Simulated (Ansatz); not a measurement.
# Alloy of SrTiO3 and CaTiO3 (5 of 8 Sr sites exchanged), 40 atoms

How does this alloy cell relax, and what gap do PBEsol give?

Program: Ansatz 0.2.0, PAW, plane waves. These are calculated values, not measurements.

## 1. Starting point

40 atoms (5 Ca, 3 Sr, 8 Ti, 24 O); a = 7.721 Å, b = 7.721 Å, c = 7.721 Å, α = 90.00°, β = 90.00°, γ = 90.00°. All atoms were shaken off their sites by about 0.02 Å along each axis.

The runs, in order: (2) PBEsol cell relaxation at the single k point (¼, ¼, ¼), on 1 × NVIDIA H100 80GB HBM3 with 2 threads of AMD EPYC 7R13.

## 2. PBEsol relaxation of the cell and the positions

Input file in.yaml:

```yaml
crystal:
  lattice:
    - [7.720693, 0.000000, 0.000000]
    - [0.000000, 7.720693, 0.000000]
    - [0.000000, 0.000000, 7.720693]
  atoms:
    - { symbol: Ca, position: [0.996022, 0.000992, 0.997162] }
    - { symbol: Ca, position: [0.998305, 0.499252, 0.001874] }
    - { symbol: Ca, position: [0.500881, 0.996735, 0.000417] }
    - { symbol: Ca, position: [0.501205, 0.000697, 0.502139] }
    - { symbol: Ca, position: [0.501721, 0.502668, 0.998865] }
    - { symbol: Sr, position: [0.000548, 0.997232, 0.500009] }
    - { symbol: Sr, position: [0.999021, 0.498942, 0.503113] }
    - { symbol: Sr, position: [0.498160, 0.501577, 0.500806] }
    - { symbol: Ti, position: [0.249985, 0.249460, 0.245971] }
    - { symbol: Ti, position: [0.246623, 0.254190, 0.754212] }
    - { symbol: Ti, position: [0.252122, 0.753428, 0.249907] }
    - { symbol: Ti, position: [0.246689, 0.750155, 0.745160] }
    - { symbol: Ti, position: [0.743138, 0.252757, 0.247990] }
    - { symbol: Ti, position: [0.751804, 0.246393, 0.753277] }
    - { symbol: Ti, position: [0.752346, 0.750548, 0.251356] }
    - { symbol: Ti, position: [0.749843, 0.748322, 0.751241] }
    - { symbol: O, position: [0.249519, 0.247352, 0.997320] }
    - { symbol: O, position: [0.249303, 0.250119, 0.503703] }
    - { symbol: O, position: [0.245921, 0.753363, 0.999704] }
    - { symbol: O, position: [0.251740, 0.753882, 0.499681] }
    - { symbol: O, position: [0.752912, 0.250467, 0.998884] }
    - { symbol: O, position: [0.747429, 0.249970, 0.494712] }
    - { symbol: O, position: [0.753716, 0.750104, 0.999068] }
    - { symbol: O, position: [0.750785, 0.746637, 0.502719] }
    - { symbol: O, position: [0.999849, 0.249518, 0.247849] }
    - { symbol: O, position: [0.001865, 0.251268, 0.748074] }
    - { symbol: O, position: [0.003337, 0.748141, 0.248373] }
    - { symbol: O, position: [0.000745, 0.749457, 0.751097] }
    - { symbol: O, position: [0.499134, 0.250803, 0.250635] }
    - { symbol: O, position: [0.500637, 0.248891, 0.750548] }
    - { symbol: O, position: [0.503020, 0.754693, 0.250495] }
    - { symbol: O, position: [0.501925, 0.749827, 0.750311] }
    - { symbol: O, position: [0.250062, 0.999261, 0.247081] }
    - { symbol: O, position: [0.251808, 0.000779, 0.750529] }
    - { symbol: O, position: [0.251171, 0.496189, 0.254348] }
    - { symbol: O, position: [0.251021, 0.494389, 0.745001] }
    - { symbol: O, position: [0.751715, 0.996193, 0.248583] }
    - { symbol: O, position: [0.746664, 0.994600, 0.750839] }
    - { symbol: O, position: [0.744750, 0.498064, 0.250697] }
    - { symbol: O, position: [0.751354, 0.497494, 0.752420] }
  symmetry: { detect: false }
kpoints:
  mp_grid: { grid: [1, 1, 1], shift: [0.25, 0.25, 0.25] }
hamiltonian:
  xc: pbesol
scf:
  occupations: { method: fermi_dirac, width: 0.01 }
relax:
  f_tol: 0.03
  max_steps: 80
  escape_saddle: false
  adjacent_minimum: "off"
  cell: { fix: [shape] }
output:
  forces: true
  eigenvalues: true
  populations: true
  write_density: true
  write_potential: true
  elf: true
  volumetric_format: npy
```

Command:

```sh
ansatz run in.yaml --threads 2 --pin off --max-ram 30400MiB --runs-dir r --events-out ev --progress --plain --backend cuda --devices 0, --max-vram 18GiB
```

What does the calculation give? Wanted: for each run, top filled to lowest empty.

As calculated:

```
             level        time  top filled to lowest empty (eV)
PBEsol, relaxation  37 s (GPU)                             3.00
```

```
     quantity                                                                      value
   relaxation                                          16 recorded steps, 1.61 eV gained
largest shift                                                               0.45 Å (O34)
 relaxed cell  a = 7.685 Å, b = 7.685 Å, c = 7.685 Å, α = 90.00°, β = 90.00°, γ = 90.00°
   mean bonds                                       Ca–O 2.540, O–Sr 2.678, O–Ti 1.956 Å
```

**Reading.** Relaxation gains 1.61 eV, with shifts up to 0.45 Å (O34), while the volume changes by -1.4 %. The mean lengths of the listed bonds run from O–Ti 1.96 Å to O–Sr 2.68 Å. With one k point the spacing samples only the states that fold onto it, so it can exceed the gap over the zone.
